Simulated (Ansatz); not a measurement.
# C3H7Br: geometry at several levels

One table from this session's results is given with a row withheld; the runs are named, their logs left out.

Computed with Ansatz 0.2.0 (the levels named in each step, unless a step's input says otherwise).

### Starting point

Bond lengths: C1–C2 1.523 Å, C2–C3 1.518 Å, C3–Br4 1.957 Å, C1–H5 1.089 Å, C1–H6 1.087 Å, C1–H7 1.088 Å, C2–H8 1.093 Å, C2–H9 1.094 Å, C3–H10 1.089 Å, C3–H11 1.089 Å. Angles (14 of 18 angles, heavy atoms first): C1–C2–C3 112.4°, C2–C3–Br4 111.6°, C1–C2–H8 109.8°, C1–C2–H9 109.7°, C3–C2–H8 109.4°, C3–C2–H9 107.6°, C2–C1–H5 110.6°, C2–C1–H6 110.3°, C2–C1–H7 110.5°, C2–C3–H10 111.7°, C2–C3–H11 111.7°, Br4–C3–H10 106.0°, Br4–C3–H11 105.7°, H8–C2–H9 107.8°.

Structure file:

```xyz
11

C    -2.4158   -0.5950    0.3547
C    -1.2732   -1.5356   -0.0052
C     0.0484   -1.0986    0.5991
Br    0.6730    0.5858   -0.1765
H    -2.5528   -0.5539    1.4338
H    -3.3435   -0.9366   -0.0977
H    -2.2100    0.4107   -0.0060
H    -1.1735   -1.5972   -1.0914
H    -1.4916   -2.5404    0.3686
H    -0.0378   -0.9219    1.6707
H     0.8384   -1.8232    0.4065
```

Set-up of the first run:

input.yaml reads:

```yaml
crystal:
  periodic: [false, false, false]
  atoms:
    - { symbol: C, position_ang: [-2.41585, -0.59501, 0.35473] }
    - { symbol: C, position_ang: [-1.27324, -1.53565, -0.00518] }
    - { symbol: C, position_ang: [0.04842, -1.0986, 0.59909] }
    - { symbol: Br, position_ang: [0.67302, 0.58584, -0.17646] }
    - { symbol: H, position_ang: [-2.55275, -0.55394, 1.43382] }
    - { symbol: H, position_ang: [-3.34347, -0.93659, -0.09765] }
    - { symbol: H, position_ang: [-2.21003, 0.41066, -0.00603] }
    - { symbol: H, position_ang: [-1.17345, -1.5972, -1.09144] }
    - { symbol: H, position_ang: [-1.49158, -2.54036, 0.36859] }
    - { symbol: H, position_ang: [-0.03777, -0.92187, 1.6707] }
    - { symbol: H, position_ang: [0.8384, -1.82316, 0.40648] }
basis:
  gaussian: { orbitals: def2-SVP }
hamiltonian:
  xc: pbe
  dispersion: d4
relax:
  f_tol: 0.03
  max_steps: 200
```

On the command line:

```bash
> ansatz run input.yaml --threads 4 --pin off --max-ram 10240MiB --backend cpu --events-out ev --progress --plain --runs-dir out
```

Among the steps run: A rough first relaxation, PBE-D4/def2-SVP; Relaxation, HF/STO-3G; Relaxation, HF/def2-SVP; Relaxation, LDA/def2-SVP; Relaxation, PBE-D4/def2-SVP.

One of the session's tables, all rows but one given; the rest of the session is left out.

It belongs to the step «Geometries side by side». 

```
          level  C1–C2 (Å)  C2–C3 (Å)  C3–Br4 (Å)  dipole (D)
      HF/STO-3G          ?          ?           ?           ?
    HF/def2-SVP     1.5238     1.5190      1.9619        2.30
   LDA/def2-SVP     1.5098     1.5036      1.9445        1.87
PBE-D4/def2-SVP     1.5277     1.5211      1.9749        1.92
```

Estimate the missing values for HF/STO-3G.

As computed: C1–C2 (Å): 1.5403; C2–C3 (Å): 1.5463; C3–Br4 (Å): 1.9183; dipole (D): 1.77. In the column «C1–C2 (Å)» it is the highest.
